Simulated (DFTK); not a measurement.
# Bi in DFTK: reference runs

Reference runs on Bi: the cell as given.

Program: DFTK 0.8.2. These are calculated values, not measurements. Logs are shortened: lines on timing, memory, paths and dates and some standing lists are left out, and cuts for length are marked.

## Step 1: The structure

The cell holds a sheet with vacuum, 1 atom: a = 3.301 Å, b = 3.301 Å, c = 23.800 Å, α = 90.00°, β = 90.00°, γ = 120.00°.

The cell was built by a generator and needn't be a form met in nature.

## Step 2: Single point, PBE

run.jl

```julia
using DFTK
using PseudoPotentialData
using Unitful, UnitfulAtomic
using LinearAlgebra, Printf
include("save.jl")
disable_threading()

# lattice vectors are the columns
lattice = austrip(1u"Å") * [       3.30138       -1.65069            0.0;
                      0.0        2.85908            0.0;
                      0.0            0.0           23.8]
symbols   = [:Bi]
positions = [[0.0, 0.0, 0.29412]]
pseudopotentials = PseudoFamily("dojo.nc.sr.pbe.v0_4_1.standard.upf")
elements = Dict(s => ElementPsp(s, pseudopotentials) for s in unique(symbols))
atoms    = [elements[s] for s in symbols]

build_model(lattice, positions; symmetries=true) =
    model_DFT(lattice, atoms, positions;
              functionals=PBE(),
              temperature=austrip(0.05u"eV"),
              smearing=Smearing.FermiDirac(),
              symmetries)
Ecut  = 37.0  # hartree
kgrid = [9, 9, 1]
tol   = 1e-6
to_GPa = ustrip(uconvert(u"GPa", 1u"hartree/bohr^3"))

model = build_model(lattice, positions)
basis = PlaneWaveBasis(model; Ecut, kgrid)
display(basis)
scfres = self_consistent_field(basis;
                               tol,
                               nbandsalg=AdaptiveBands(model; n_bands_converge=12))
display(scfres.energies)
@printf "Fermi level: %.6f eV\n" ustrip(auconvert(u"eV", something(scfres.εF, NaN)))
forces = compute_forces_cart(scfres)
println("Forces (eV/Å)")
for (s, f) in zip(symbols, forces)
    @printf "%-3s %12.6f %12.6f %12.6f\n" s ustrip.(auconvert.(u"eV/Å", f))...
end
stress = compute_stresses_cart(scfres)
println("Stress (GPa)")
display(round.(stress * to_GPa; digits=4))
println("Levels at the first k-point (eV): ", round.(ustrip.(auconvert.(u"eV", scfres.eigenvalues[1][1:scfres.n_bands_converge])); digits=4))
save_scf!(scfres; forces, stress)
```

Potentials or basis: dojo.nc.sr.pbe.v0_4_1.standard.upf (PBE).

Run with:

```
$ julia --threads=1 run.jl  # save.jl only writes the numbers to a file and isn't shown; printed stress counts tension as positive; times include loading and compiling
```

The log of the run:

```text
PlaneWaveBasis discretization:

    Ecut                 : 37.0 Ha
    fft_size             : (40, 40, 250), 400000 total points
    kgrid                : MonkhorstPack([9, 9, 1])
    num.   red. kpoints  : 81
    num. irred. kpoints  : 12

    Discretized Model(gga_x_pbe+gga_c_pbe, 3D):
        lattice (in Bohr)    : [6.2387    , -3.11935  , 0         ]
                               [0         , 5.40288   , 0         ]
                               [0         , 0         , 44.9755   ]
        unit cell volume     : 1516 Bohr³

        atoms                : Bi
        pseudopot. family    : PseudoFamily("dojo.nc.sr.pbe.v0_4_1.standard.upf")

        num. electrons       : 15
        spin polarization    : none
        temperature          : 0.0018375 Ha
        smearing             : DFTK.Smearing.FermiDirac()

        terms                : Kinetic()
                               AtomicLocal()
                               AtomicNonlocal()
                               Ewald(nothing)
                               PspCorrection()
                               Hartree()
                               Xc(gga_x_pbe, gga_c_pbe)
                               Entropy()
n     Energy            log10(ΔE)   log10(Δρ)   Diag   Δtime
---   ---------------   ---------   ---------   ----   ------
  1   -82.02885760738                   -1.51    3.8    11.7s
  2   -82.03030791803       -2.84       -1.92    1.1    6.20s
  3   -82.03051938686       -3.67       -2.13    3.0    8.05s
  4   -82.03051233179   +   -5.15       -2.37    2.2    7.28s
  5   -82.03052689337       -4.84       -3.38    1.7    6.60s
  6   -82.03052740340       -6.29       -3.86    4.6    8.96s
  7   -82.03052741073       -8.14       -3.99    5.4    8.46s
  8   -82.03052741516       -8.35       -4.49    4.7    9.23s
  9   -82.03052741582       -9.18       -5.60    5.5    8.34s
 10   -82.03052741586      -10.42       -6.08    7.3    11.1s
Energy breakdown (in Ha):
    Kinetic             39.1025505
    AtomicLocal         -309.4239156
    AtomicNonlocal      -15.2870346
    Ewald               81.2156075
    PspCorrection       0.4259617
    Hartree             143.5685581
    Xc                  -21.6318107
    Entropy             -0.0004443

    total               -82.030527415860
Fermi level: -2.921271 eV
Forces (eV/Å)
Bi      0.000000     0.000000    -0.000012
Stress (GPa)
3×3 StaticArraysCore.SMatrix{3, 3, Float64, 9} with indices SOneTo(3)×SOneTo(3):
 -0.1177   0.0     0.0
  0.0     -0.1177  0.0
  0.0     -0.0     0.0001
Levels at the first k-point (eV): [-25.7852, -25.7427, -25.7427, -25.6033, -25.6033, -15.537, -5.5528, 0.1109, 1.1948, 1.5728, 2.2678, 2.3971]
```

Wall time 2.8 min (1 thread of Intel Xeon 6975P-C (Granite Rapids), shared host); peak memory 2 GiB.

Results:

```yaml
Free_energy: -2232.1644 eV
Band_gap_on_the_k_mesh: none (metal or under the smearing width)
```

Stress tensor (GPa, compression positive):
```
0.12 0.00 0.00
0.00 0.12 0.00
0.00 0.00 0.00
```

Levels at points of the mesh, in eV from the Fermi level:
```
           k point  band 3  band 4  band 5  band 6  band 7  band 8  band 9  band 10  band 11  band 12
(0.00, 0.00, 0.00)  -22.82  -22.68  -22.68  -12.62   -2.63    3.03    4.12     4.49     5.19     5.32
```

Caveat: there is no dipole correction across the vacuum; spin-orbit coupling is left out, which moves the levels of the heavy elements.
